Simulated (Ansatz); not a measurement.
Crystal: Sn3Se.

```
Sn Se
1.0
     4.74188    0.00000    0.00000
     0.00000    4.74188    0.00000
     0.00000    0.00000    4.74188
Sn Se
3 1
Direct
  0.50000 0.50000 0.00000
  0.50000 0.00000 0.50000
  0.00000 0.50000 0.50000
  0.00000 0.00000 0.00000
```

The cell comes from a database or a generator and needn't be the stable form of this composition.

Base run:

```yaml
Program: Ansatz 0.2.0
Functional: r2SCAN
Potentials_or_basis: Ansatz PAW
Cutoff: 500 eV
Density_cutoff: 2000 eV
k_mesh: 6 × 6 × 6
Occupations: fermi-dirac, width 0.05 eV
Spin: no spin polarisation
```

Its results: band gap on the k mesh none (metal or under the smearing width); pressure -0.6 GPa.

**Question.** The run is repeated on the same cell with these changes: functional from r2SCAN to LDA; cutoff from 500 eV to 420 eV; density cutoff from 2000 eV to 1680 eV. What comes out?

**Answer.** Band gap on the k mesh none (metal or under the smearing width); pressure -3.9 GPa.

Caveats: the PAW data sets come from PBE, with cores solved anew for the run's functional, which leaves a small shift of forces and pressure.

Not every run made on this cell is shown here.
